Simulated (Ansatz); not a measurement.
**ZnS+ (doublet): from Hartree-Fock to the top rungs, def2-SVP**

How much of the correlation energy of ZnS+ (doublet) does each wave-function method recover here?

Program: Ansatz 0.2.0, Gaussian basis. Level of theory: def2-SVP, core rule «outside noble gas», up to 14 orbitals frozen. These are calculated values, not measurements.

The runs, in order: UHF; CCSD(T) on ROHF; CCSD(T) on UHF; CISD; CCSDT(Q) on ROHF; CCSDT(Q) on UHF; CASSCF and MRCISD+Q, 17 electrons in 10 orbitals; CASSCF and NEVPT2, 17 electrons in 10 orbitals.

2 further runs of the same task are left out: 2 set aside as unsound or not needed.

## (1) The system

The geometry is a PBE0/def2-TZVP stationary point (not a proven minimum) of the parent state, kept for this charge and spin.

2 atoms, charge 1, spin multiplicity 2.

Atoms are counted from 1 here; the program's logs count them from 0.

Bond lengths: Zn1–S2 2.056 Å.

Geometry (Å):

```
Zn    0.00000    0.00000    0.00000
S     0.00000    0.00000    2.05600
```

## (2) UHF

Input file in.yaml:

```yaml
crystal:
  periodic: [false, false, false]
  atoms:
    - {symbol: Zn, position_ang: [0.000000, 0.000000, 0.000000]}
    - {symbol: S, position_ang: [0.000000, 0.000000, 2.056000]}
basis:
  gaussian: {orbitals: def2-SVP}
total_charge: 1
magnetization: {spin_polarized: true, initial_magnetization: 1}
hamiltonian: {xc: hf}
output: {orbitals: {seedname: orbitals}}
```

Command:

```console
$ ansatz run in.yaml --threads 1 --pin off --events-out ev --progress --plain --max-ram 2816MiB --backend cpu
```

The runs that follow: CCSD(T) on ROHF; CCSD(T) on UHF; CISD; CCSDT(Q) on ROHF; CCSDT(Q) on UHF; CASSCF and MRCISD+Q, 17 electrons in 10 orbitals; CASSCF and NEVPT2, 17 electrons in 10 orbitals.

Q: Predict the results of all the runs planned. Wanted: UCCSDT(Q) below the RHF energy; RMP2 from UCCSDT(Q); UMP2 from UCCSDT(Q); RCCSD from UCCSDT(Q); RCCSD(T) from UCCSDT(Q); UCCSD(T) from UCCSDT(Q); RCCSDT(Q) from UCCSDT(Q); NEVPT2 valence from UCCSDT(Q); MRCISD+Q valence from UCCSDT(Q).

The runs gave:

| quantity | value |
| --- | --- |
| UCCSDT(Q) below the RHF energy | -10.6175 eV |
| RMP2 from UCCSDT(Q) | +4.64 kcal/mol |
| UMP2 from UCCSDT(Q) | +4.78 kcal/mol |
| RCCSD from UCCSDT(Q) | +6.78 kcal/mol |
| RCCSD(T) from UCCSDT(Q) | -0.23 kcal/mol |
| UCCSD(T) from UCCSDT(Q) | -0.22 kcal/mol |
| RCCSDT(Q) from UCCSDT(Q) | +0.09 kcal/mol |
| NEVPT2 valence from UCCSDT(Q) | +29.92 kcal/mol |
| MRCISD+Q valence from UCCSDT(Q) | +5.71 kcal/mol |
| levels within 1 kcal/mol (43 meV) | RCCSD(T), UCCSD(T), RCCSDT, UCCSDT, RCCSDT(Q) |
| T1 diagnostic | 0.020 |
| effectively unpaired electrons | 1.01 |

RCCSD(T) misses by -0.23 kcal/mol, 0.1 % of the correlation energy. One determinant dominates. Of the multireference levels listed MRCISD+Q valence comes nearest in total energy (+5.71 kcal/mol), which doesn't show that its space is the better one. These misses are within one basis, not against nature; the frozen cores of restricted and unrestricted runs differ, which can shift their rows.
